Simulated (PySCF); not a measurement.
# [Yb(NH3)]3+: forces at shaken geometries

Aim: move all atoms of relaxed [Yb(NH3)]3+ at random and read energies and forces. It is a constructed species; whether it can be made isn't addressed.

Program: PySCF 2.14.0. Level of theory: r2SCAN, Yb lcecp-1-SVP with ECP59, N def2-SVP, H def2-SVP; scalar-relativistic core potentials, no spin–orbit coupling. These are calculated values, not measurements.

4 further runs of the same task are left out: 2 for a known fault of the program, 1 that didn't finish, 1 set aside as unsound or not needed.

**1. The starting structure**

5 atoms, charge 3, spin multiplicity 1.

Bond lengths: Yb1–N2 2.267 Å, N2–H3 1.051 Å, N2–H4 1.051 Å, N2–H5 1.051 Å. Angles: Yb1–N2–H3 116.3°, Yb1–N2–H4 116.3°, Yb1–N2–H5 116.3°, H3–N2–H4 101.8°, H3–N2–H5 101.8°, H4–N2–H5 101.8°.

Geometry (Å):

```xyz
5

Yb    0.00000    0.00000   -0.11343
N     0.00000    0.00000    2.15309
H     0.94194    0.00004    2.61909
H    -0.47100    0.81572    2.61909
H    -0.47094   -0.81576    2.61909
```

Formal oxidation states: Yb +3. Each metal's 13 4f electrons lie in its core potential, so multiplicities, spins and levels count the valence alone. An earlier session relaxed this geometry at r2SCAN, Yb lcecp-1-SVP with ECP59, N def2-SVP, H def2-SVP (singlet, point group C3v).

Its energy there is -94.561440 Eh.

**2. Atoms moved at random, σ = 0.03 Å**

Contents of run.py (the lines that set the calculation):

```python
mol = gto.M(atom='''
Yb    -0.04823    -0.00552    -0.11333
N     -0.01695     0.02897     2.16892
H      0.96271     0.01188     2.61665
H     -0.46408     0.79778     2.61283
H     -0.43345    -0.83310     2.61186''',
    basis={'Yb': 'lcecp-1-SVP', 'N': 'def2-SVP', 'H': 'def2-SVP'},
    ecp={'Yb': 'lcecp-1-SVP'},
    charge=3, spin=0)
mf = dft.RKS(mol, xc='R2SCAN')
mf.grids.atom_grid = (50, 194)  # f atoms: unpruned, at least (60, 302)
mf = mf.density_fit()  # fitting sets: Yb AutoAux, N def2-universal-JKFIT, H def2-universal-JKFIT
mf.conv_tol = 1e-08; mf.max_cycle = 55
mf.kernel(dm0)  # dm0: the density of the relaxed state
```

On the command line:

```sh
> OMP_NUM_THREADS=2 python run.py
```

Output:

```text
init E= -94.5706739955802
  HOMO = -0.989792836727499  LUMO = -0.76148902109939  gap/eV = 6.21246
cycle= 1 E= -94.5580763537446  delta_E= 0.0126  |g|= 0.0155  |ddm|= 0.086
  HOMO = -0.996697627644032  LUMO = -0.763242896369058  gap/eV = 6.35263
cycle= 2 E= -94.5580433329691  delta_E= 3.3e-05  |g|= 0.0203  |ddm|= 0.0301
  HOMO = -0.993537590675388  LUMO = -0.763668417935805  gap/eV = 6.25506
cycle= 3 E= -94.5581360017184  delta_E= -9.27e-05  |g|= 0.00411  |ddm|= 0.0191
  HOMO = -0.994050695278169  LUMO = -0.763592165948526  gap/eV = 6.27110
cycle= 4 E= -94.558139806104  delta_E= -3.8e-06  |g|= 0.00031  |ddm|= 0.00359
  HOMO = -0.993988318355189  LUMO = -0.763587848004938  gap/eV = 6.26952
cycle= 5 E= -94.5581398311494  delta_E= -2.5e-08  |g|= 4.95e-05  |ddm|= 0.000364
  HOMO = -0.99399107295924  LUMO = -0.763582765112691  gap/eV = 6.26973
cycle= 6 E= -94.5581398318692  delta_E= -7.2e-10  |g|= 8.14e-06  |ddm|= 6.39e-05
  HOMO = -0.993992410230238  LUMO = -0.763584277947454  gap/eV = 6.26972
Extra cycle  E= -94.5581398318813  delta_E= -1.22e-11  |g|= 4.84e-06  |ddm|= 1.24e-05
converged SCF energy = -94.5581398318813
```

Run time: 1.9 s. Hardware: 2 threads of Arm Neoverse V1, shared host.

Result: E = -94.558140 Eh (+0.090 eV from the relaxed state), HOMO -27.05 eV, LUMO -20.78 eV, Mulliken charge on Yb1 +2.46 e, largest force component 2.322 eV/Å. 

| atom | Fx | Fy | Fz (eV/Å) |
| --- | --- | --- | --- |
| Yb1 | -0.012 | 0.060 | 0.093 |
| N2 | 2.061 | -2.322 | -1.001 |
| H3 | -0.796 | 0.193 | -0.336 |
| H4 | -1.117 | 1.759 | 1.189 |
| H5 | -0.136 | 0.309 | 0.056 |

**3. Atoms moved at random, σ = 0.1 Å**

Contents of run.py (the lines that set the calculation):

```python
mol = gto.M(atom='''
Yb    -0.04206     0.04994    -0.20737
N     -0.00637    -0.06385     2.14213
H      0.74556    -0.05351     2.67573
H     -0.14969     0.76086     2.58132
H     -0.54744    -0.69345     2.70512''',
    basis={'Yb': 'lcecp-1-SVP', 'N': 'def2-SVP', 'H': 'def2-SVP'},
    ecp={'Yb': 'lcecp-1-SVP'},
    charge=3, spin=0)
mf = dft.RKS(mol, xc='R2SCAN')
mf.grids.atom_grid = (50, 194)  # f atoms: unpruned, at least (60, 302)
mf = mf.density_fit()  # fitting sets: Yb AutoAux, N def2-universal-JKFIT, H def2-universal-JKFIT
mf.conv_tol = 1e-08; mf.max_cycle = 55
mf.kernel(dm0)  # dm0: the density of the relaxed state
```

On the command line:

```sh
> OMP_NUM_THREADS=2 python run.py
```

Output:

```text
init E= -94.646782346222
  HOMO = -0.985151518688525  LUMO = -0.748986221030744  gap/eV = 6.42639
cycle= 1 E= -94.5152275957564  delta_E= 0.132  |g|= 0.0611  |ddm|= 0.437
  HOMO = -1.01139859850158  LUMO = -0.769840741488117  gap/eV = 6.57312
cycle= 2 E= -94.5158010351577  delta_E= -0.000573  |g|= 0.0341  |ddm|= 0.0744
  HOMO = -1.00828752573102  LUMO = -0.771521545994999  gap/eV = 6.44273
cycle= 3 E= -94.5160709110948  delta_E= -0.00027  |g|= 0.00793  |ddm|= 0.035
  HOMO = -1.00968923418833  LUMO = -0.77072960462341  gap/eV = 6.50242
cycle= 4 E= -94.5160848624355  delta_E= -1.4e-05  |g|= 0.00326  |ddm|= 0.0102
  HOMO = -1.0091089377523  LUMO = -0.770516864401112  gap/eV = 6.49242
cycle= 5 E= -94.5160871128046  delta_E= -2.25e-06  |g|= 0.000239  |ddm|= 0.00237
  HOMO = -1.00909469651677  LUMO = -0.770568950271378  gap/eV = 6.49062
cycle= 6 E= -94.5160871312071  delta_E= -1.84e-08  |g|= 3.04e-05  |ddm|= 0.000381
  HOMO = -1.00909198376442  LUMO = -0.770567737504131  gap/eV = 6.49058
cycle= 7 E= -94.5160871314392  delta_E= -2.32e-10  |g|= 7.55e-06  |ddm|= 3.69e-05
  HOMO = -1.00909427402045  LUMO = -0.770566505650771  gap/eV = 6.49067
Extra cycle  E= -94.516087131442  delta_E= -2.76e-12  |g|= 7.31e-06  |ddm|= 1.6e-05
converged SCF energy = -94.516087131442
```

Wall time 2 s (2 threads of Arm Neoverse V1, shared host).

Read off: E = -94.516087 Eh (+1.234 eV from the relaxed state), HOMO -27.46 eV, LUMO -20.97 eV, Mulliken charge on Yb1 +2.53 e, largest force component 7.377 eV/Å. 

| atom | Fx | Fy | Fz (eV/Å) |
| --- | --- | --- | --- |
| Yb1 | 0.049 | -0.217 | 0.790 |
| N2 | -3.098 | -2.074 | -5.952 |
| H3 | 7.377 | -1.657 | 3.004 |
| H4 | -2.767 | 5.407 | 1.665 |
| H5 | -1.561 | -1.460 | 0.493 |

**4. Atoms moved at random, σ = 0.03 Å**

Contents of run.py (the lines that set the calculation):

```python
mol = gto.M(atom='''
Yb    -0.00350    -0.01817    -0.16235
N     -0.04332     0.01657     2.14316
H      0.97057    -0.02532     2.63681
H     -0.45677     0.80472     2.66016
H     -0.46698    -0.77780     2.61916''',
    basis={'Yb': 'lcecp-1-SVP', 'N': 'def2-SVP', 'H': 'def2-SVP'},
    ecp={'Yb': 'lcecp-1-SVP'},
    charge=3, spin=0)
mf = dft.RKS(mol, xc='R2SCAN')
mf.grids.atom_grid = (50, 194)  # f atoms: unpruned, at least (60, 302)
mf = mf.density_fit()  # fitting sets: Yb AutoAux, N def2-universal-JKFIT, H def2-universal-JKFIT
mf.conv_tol = 1e-08; mf.max_cycle = 55
mf.kernel(dm0)  # dm0: the density of the relaxed state
```

On the command line:

```sh
> OMP_NUM_THREADS=2 python run.py
```

Output:

```text
init E= -94.5141216570582
  HOMO = -1.00887081868188  LUMO = -0.768482379929113  gap/eV = 6.54130
cycle= 1 E= -94.5553813801201  delta_E= -0.0413  |g|= 0.0447  |ddm|= 0.132
  HOMO = -0.982260675855851  LUMO = -0.764785320591461  gap/eV = 5.91781
cycle= 2 E= -94.5546182505517  delta_E= 0.000763  |g|= 0.0741  |ddm|= 0.112
  HOMO = -0.993041579715964  LUMO = -0.762922538298824  gap/eV = 6.26186
cycle= 3 E= -94.5559219935372  delta_E= -0.0013  |g|= 0.00655  |ddm|= 0.0652
  HOMO = -0.992882198341977  LUMO = -0.762701235690706  gap/eV = 6.26354
cycle= 4 E= -94.5559321507842  delta_E= -1.02e-05  |g|= 0.000786  |ddm|= 0.00565
  HOMO = -0.993051781613406  LUMO = -0.76273212173787  gap/eV = 6.26732
cycle= 5 E= -94.5559323009732  delta_E= -1.5e-07  |g|= 9.62e-05  |ddm|= 0.000713
  HOMO = -0.993056846462487  LUMO = -0.7627356196114  gap/eV = 6.26736
cycle= 6 E= -94.555932303317  delta_E= -2.34e-09  |g|= 1.88e-05  |ddm|= 0.000111
  HOMO = -0.993053712232776  LUMO = -0.762737439535937  gap/eV = 6.26723
Extra cycle  E= -94.5559323033293  delta_E= -1.22e-11  |g|= 1.88e-05  |ddm|= 3.59e-05
converged SCF energy = -94.5559323033293
```

Wall time 1.9 s (2 threads of Arm Neoverse V1, shared host).

Result: E = -94.555932 Eh (+0.150 eV from the relaxed state), HOMO -27.02 eV, LUMO -20.76 eV, Mulliken charge on Yb1 +2.47 e, largest force component 3.075 eV/Å. 

| atom | Fx | Fy | Fz (eV/Å) |
| --- | --- | --- | --- |
| Yb1 | -0.088 | 0.065 | 0.474 |
| N2 | 3.075 | 0.039 | 0.026 |
| H3 | -1.838 | 0.194 | -1.045 |
| H4 | -0.416 | 0.765 | 0.153 |
| H5 | -0.733 | -1.063 | 0.393 |

**5. The displacements side by side**

| σ (Å) | energy rise (eV) | harmonic estimate −½ F·u (eV) | largest force component (eV/Å) |
| --- | --- | --- | --- |
| 0.03 | 0.090 | 0.094 | 2.32 |
| 0.1 | 1.234 | 1.162 | 7.38 |
| 0.03 | 0.150 | 0.142 | 3.08 |

Every displacement raises the energy. For a harmonic well the rise equals −½ F·u; the two differ by at most 6 % here (a move with σ = 0.1 Å), from anharmonicity, the grid and the small forces left at the relaxed point. These are double-zeta-type bases without diffuse functions. Spin–orbit coupling is left out.
